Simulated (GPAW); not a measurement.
# Cu3O2 (I4/mmm) in GPAW: single point with PBE

Aim: the single point of Cu3O2 with PBE.

Everything below comes from runs of GPAW 26.7.0. Logs are shortened: lines on timing, memory, paths and dates and some standing lists are left out, and cuts for length are marked. The log counts tension as positive stress, the text compression.

### Step 1. The crystal as given

The structure is tetragonal, space group I4/mmm (No. 139). The conventional cell has a = 4.046 Å, b = 4.046 Å, c = 7.347 Å, α = 90.00°, β = 90.00°, γ = 90.00°. Cu (site symmetry 4/mmm) has 4 O at 2.02 Å as nearest neighbours. Around Cu (site symmetry -4m2) lie 2 O at 1.84 Å. O (site symmetry mmm) is surrounded by 4 Cu at 1.84 to 2.02 Å.

The cell comes from a database or a generator and needn't be the stable form of this composition.

### Step 2. Single point, PBE

File run.py:

```python
from ase import Atoms
from ase.dft.bandgap import bandgap
from ase.io import write
from ase.units import GPa
from gpaw import GPAW, PW

atoms = Atoms(['Cu', 'Cu', 'Cu', 'O', 'O'],
              cell=[[-2.022982, 2.022982, 3.673617],
                    [2.022982, -2.022982, 3.673617],
                    [2.022982, 2.022982, -3.673617]],
              scaled_positions=[[0.0, 0.0, 0.0],
                                [0.75, 0.25, 0.5],
                                [0.25, 0.75, 0.5],
                                [0.5, 0.0, 0.5],
                                [0.0, 0.5, 0.5]],
              pbc=True)

calc = GPAW(mode=PW(600),
            xc='PBE',
            kpts={'size': (8, 8, 8), 'gamma': True},
            occupations={'name': 'fermi-dirac', 'width': 0.05},
            nbands=42,
            maxiter=120,
            txt='gpaw.txt')
atoms.calc = calc
energy = atoms.get_potential_energy()
forces = atoms.get_forces()
stress = atoms.get_stress()
calc.write('gs.gpw')
write('result.traj', atoms)
print(f'Energy: {energy:.6f} eV')
print('Forces (eV/A):')
print(forces.round(4))
print('Stress (GPa):', (stress / GPa).round(3))
print('Fermi level:', round(calc.get_fermi_level(), 4), 'eV')
print(f'Gap: {bandgap(calc)[0]:.4f} eV, direct: {bandgap(calc, direct=True)[0]:.4f} eV')
```

Potentials or basis: GPAW PAW data sets (gpaw-data 1.2.1), pw.

Command:

```console
OMP_NUM_THREADS=1 python run.py
```

gpaw.txt:

```text
__  _  _
 | _ |_)|_||  |
 |__||  | ||/\| - 26.7.0

Input parameters:
  mode=PW(ecut=600.0),
  kpts=MonkhorstPack(size=(8, 8, 8), gamma=True),
  maxiter=120,
  nbands=42,
  occupations=Occupations(name='fermi-dirac', width=0.05),
  xc=XC(name='PBE')

Diagonalizing LCAO Hamiltonian
Converting LCAO to pw mode

         Cu
            Cu
         O
       Cu   O

Atoms  # Å, Bohr magnetons
|   | symbol |        x |        y |        z |    initial magnetic moments |
|---|--------|----------|----------|----------|-----------------------------|
| 0 |     Cu | 0.000000 | 0.000000 | 0.000000 | ( 0.0000,  0.0000,  0.0000) |
| 1 |     Cu | 0.000000 | 2.022982 | 1.836809 | ( 0.0000,  0.0000,  0.0000) |
| 2 |     Cu | 2.022982 | 0.000000 | 1.836809 | ( 0.0000,  0.0000,  0.0000) |
| 3 |      O | 0.000000 | 2.022982 | 0.000000 | ( 0.0000,  0.0000,  0.0000) |
| 4 |      O | 2.022982 | 0.000000 | 0.000000 | ( 0.0000,  0.0000,  0.0000) |

Unit cell  # Å
| periodic |         x |         y |         z |  lengths |     angles |
|----------|-----------|-----------|-----------|----------|------------|
|      yes | -2.022982 |  2.022982 |  3.673617 | 4.656219 | 128.497000 |
|      yes |  2.022982 | -2.022982 |  3.673617 | 4.656219 | 128.497000 |
|      yes |  2.022982 |  2.022982 | -3.673617 | 4.656219 |  75.821280 |

Number of symmetries: 16
Symmetry operations  # r_c * U_cc + t_c -> r_c
|    | kind |            matrix            |
|----|------|------------------------------|
|  0 |  σ   |  1, 1, 1,  0, 0,-1,  0,-1, 0 |
|  1 |  C4  |  1, 1, 1,  0, 0,-1, -1, 0, 0 |
|  2 |  E   |  1, 0, 0,  0, 1, 0,  0, 0, 1 |
|  3 |  σ   |  1, 0, 0,  0, 1, 0, -1,-1,-1 |
|  4 |  σ   |  0, 1, 0,  1, 0, 0,  0, 0, 1 |
|  5 |  C2  |  0, 1, 0,  1, 0, 0, -1,-1,-1 |
|  6 |  C2  |  0, 0, 1, -1,-1,-1,  1, 0, 0 |
|  7 |  S4  |  0, 0, 1, -1,-1,-1,  0, 1, 0 |
|  8 |  C4  |  0, 0,-1,  1, 1, 1,  0,-1, 0 |
|  9 |  σ   |  0, 0,-1,  1, 1, 1, -1, 0, 0 |
| 10 |  σ   |  0,-1, 0, -1, 0, 0,  1, 1, 1 |
| 11 |  C2  |  0,-1, 0, -1, 0, 0,  0, 0,-1 |
| 12 |  C2  | -1, 0, 0,  0,-1, 0,  1, 1, 1 |
| 13 |  i   | -1, 0, 0,  0,-1, 0,  0, 0,-1 |
| 14 |  S4  | -1,-1,-1,  0, 0, 1,  1, 0, 0 |
| 15 |  C2  | -1,-1,-1,  0, 0, 1,  0, 1, 0 |

BZ-sampling:
  Number of BZ points: 512
  Number of IBZ points: 59

  Monkhorst-Pack size: [8, 8, 8]
  Monkhorst-Pack shift: [0.0625, 0.0625, 0.0625]

K-points  # in reciprocal-cell coordinates
|     |                                coordinates |     weight |
|-----|--------------------------------------------|------------|
|   0 | (  0.00000000,   0.00000000,   0.00000000) | 0.00195312 |
|   1 | (  0.12500000,  -0.12500000,   0.00000000) | 0.00781250 |
|   2 | (  0.12500000,  -0.12500000,   0.12500000) | 0.00781250 |
|   3 | (  0.12500000,   0.00000000,   0.00000000) | 0.01562500 |
|   4 | (  0.12500000,   0.12500000,  -0.12500000) | 0.00390625 |
|   5 | (  0.25000000,  -0.25000000,   0.00000000) | 0.00781250 |
|   6 | (  0.25000000,  -0.25000000,   0.12500000) | 0.01562500 |
|   7 | (  0.25000000,  -0.25000000,   0.25000000) | 0.00781250 |
|   8 | (  0.25000000,  -0.12500000,   0.00000000) | 0.03125000 |
|   9 | (  0.25000000,  -0.12500000,   0.12500000) | 0.01562500 |
| ... |                                            |            |
|  58 | (  0.50000000,   0.50000000,   0.50000000) | 0.00195312 |

Plane wave coefficients: 2023
Cutoff: 600.0 eV

Spin-components: 1 (collinear spins)
Bands:           42
Projectors:      28
Spin-degeneracy: 2
Datatype:        complex128

Parallelization:
  kpt:    1
  domain: 1
  band:   1

Density:
  Valence electrons: 45.0
  Components: 1
  Grid points: [27 27 27]
  Charge: 0.0  # |e|

Potential:
  Grid points: [27 27 27]

species:
  Cu:
    name:    Copper
    Z:       29.0
    valence: 11
    core:    18
    charge:  0.0  # [|e|]
    compensation charges:
      type: gauss
      rc: 0.33  # [Å]
      lmax: 2
    cutoffs:
      filter: 2.06  # [Å]
      core: 2.43  # [Å]
    projectors
    | kind |    occ | energy [eV] | rcut [Å] |
    |------|--------|-------------|----------|
    |   4s |  1.000 |      -4.609 |    1.164 |
    |   4p |  0.000 |      -0.698 |    1.164 |
    |   3d | 10.000 |      -5.039 |    1.058 |
    |    s |        |      22.603 |    1.164 |
    |    p |        |      26.513 |    1.164 |
    |    d |        |      22.172 |    1.058 |

    Using partial waves for Cu as LCAO basis

  O:
    name:    Oxygen
    Z:       8.0
    valence: 6
    core:    2
    charge:  0.0  # [|e|]
    compensation charges:
      type: gauss
      rc: 0.21  # [Å]
      lmax: 2
    cutoffs:
      filter: 1.17  # [Å]
      core: 0.83  # [Å]
    projectors
    | kind |    occ | energy [eV] | rcut [Å] |
    |------|--------|-------------|----------|
    |   2s |  2.000 |     -23.961 |    0.688 |
    |   2p |  4.000 |      -9.029 |    0.598 |
    |    s |        |       3.251 |    0.688 |
    |    p |        |      18.182 |    0.598 |
    |    d |        |       0.000 |    0.619 |

    Using partial waves for O as LCAO basis

Reference energy: -139146.060126  # eV

eigensolver:
  PPCG
  Converge bands: occupied
  niter=2

density mixing:
  MSR1-Mixer
  Pratt-step length: 0.05
  Maximum mixing coefficient: 0.75
  Old densities: 10
  SVD Regularization: 0.005
  Good broyden scale: 1.0
  Trust region scale: 1.0
  Backstep threshold: 4.0
  History deletion threshold: 6.0
  Fourier metric: weight=20.0, sigma=0.015

occupation numbers:
  Fermi-Dirac:
    width: 0.0500  # eV

poisson solver:
  ecut: 4800.0  # eV

xc functional:
  name: PBE with 2 nearest neighbor stencil

convergence criteria:
- Maximum [total energy] change in last 3 cyles: 0.0005 eV / valence electron
- Maximum integral of absolute [dens]ity change: 0.0001 electrons / valence electron
- Maximum integral of absolute [eigenst]ate change: 4e-08 eV^2 / valence electron
maximum number of iterations: 120

SCF iterations
|iter     | |      energy | eigst |  dens |
|---------|-|-------------|-------|-------|
|iter:   1| |  -29.692021 | +0.27 |       |
|iter:   2| |  -26.894730 | -1.67 | -0.91 |
|iter:   3| |  -22.970251 | -1.16 | -1.01 |
|iter:   4| |  -22.927850 | -2.19 | -1.52 |
|iter:   5| |  -22.706471 | -2.68 | -1.56 |
|iter:   6| |  -22.664757 | -3.30 | -1.82 |
|iter:   7| |  -22.661156 | -4.03 | -2.36 |
|iter:   8| |  -22.660893c| -5.20 | -2.88 |
|iter:   9| |  -22.660895c| -5.94 | -3.26 |
|iter:  10| |  -22.660890c| -7.44c| -4.07c|

Converged in 10 steps
Energy contributions relative to reference atoms: (reference = -139146.060126)

Energy contributions:
  Kinetic:          -9.789654
  Coulomb:           2.411376
  Zero:              0.450956
  External:          0.000000
  Xc:              -15.723698
  Entropy:          -0.019741
  Spinorbit:         0.000000
  ----------------------------
  Free energy:     -22.670761
  Extrapolated:    -22.660890

dipole moment: (-4.371358, -4.371358, -28.581373)  # |e|*Ang

Fermi level: 5.008
Eigenvalues  # (at kpt = [0.000, 0.000, 0.000])
| band index |      eig [eV] | occ [0-2] |
|------------|---------------|-----------|
|          0 |       -14.095 |     2.000 |
|        ... |               |           |
|         14 |         2.824 |     2.000 |
|         15 |         2.909 |     2.000 |
|         16 |         3.128 |     2.000 |
|         17 |         3.128 |     2.000 |
|         18 |         3.391 |     2.000 |
|         19 |         3.549 |     2.000 |
[... 8 lines left out ...]
|         28 |        16.016 |     0.000 |
|         29 |        16.253 |     0.000 |
|        ... |               |           |
|         41 |        28.797 |     0.000 |

No gap
No difference between direct/indirect transitions

Forces  # eV/Ang
|        x |        y |        z |
|----------|----------|----------|
|  0.00000 |  0.00000 | -0.00000 |  # Cu   0
| -0.00000 | -0.00000 |  0.00000 |  # Cu   1
|  0.00000 | -0.00000 | -0.00000 |  # Cu   2
|  0.00000 |  0.00000 | -0.00000 |  # O    3
| -0.00000 |  0.00000 |  0.00000 |  # O    4

Stress tensor  # eV/Ang^3
|        x |        y |         z |
|----------|----------|-----------|
| 0.006414 | 0.000000 |  0.000000 |
| 0.000000 | 0.006414 |  0.000000 |
| 0.000000 | 0.000000 | -0.015739 |

# Writing to gs.gpw (mode='')
```

Wall time 2.5 min (1 thread of Arm Neoverse V1, shared host); peak memory 0.26 GiB.

Results:

```
Free energy            : -22.6708 eV
Pressure               : 0.2 GPa
Band gap on the k mesh : none (metal or under the smearing width)
```

Levels at points of the mesh, in eV from the Fermi level:
| k point | band 19 | band 20 | band 21 | band 22 | band 23 | band 24 | band 25 | band 26 | band 27 | band 28 |
| --- | --- | --- | --- | --- | --- | --- | --- | --- | --- | --- |
| (0.00, 0.00, 0.00) | -1.62 | -1.46 | -0.78 | -0.78 | 0.41 | 0.49 | 5.19 | 5.19 | 6.97 | 7.28 |
| (0.50, 0.00, 0.50) | -1.47 | -1.28 | -0.90 | -0.56 | -0.19 | 2.87 | 3.25 | 8.13 | 8.22 | 8.27 |
| (0.50, 0.50, 0.00) | -1.47 | -0.46 | -0.45 | -0.21 | 0.55 | 1.28 | 3.64 | 3.66 | 7.64 | 9.35 |
| (0.50, 0.50, 0.50) | -1.73 | -1.46 | -1.24 | -0.30 | -0.30 | 3.30 | 4.68 | 6.32 | 6.32 | 7.43 |

Caveat: with this Cu data set, volumes or pressures lay over 1.5 % or 2 GPa off other programs in two to four cells of ten; the cutoff is short for stress and forces, so pressures can be off by a GPa or more; an odd number of electrons without spin polarisation forces a metal; a magnetic or distorted state may lie lower; the run has no spin polarisation, though such a crystal can be magnetic; semilocal functionals often make such compounds metallic where correlation or magnetic order opens a gap, which also shifts bond lengths. With open d or f shells a metallic result of PBE can be an artefact of self-interaction; +U or a hybrid may open a gap.
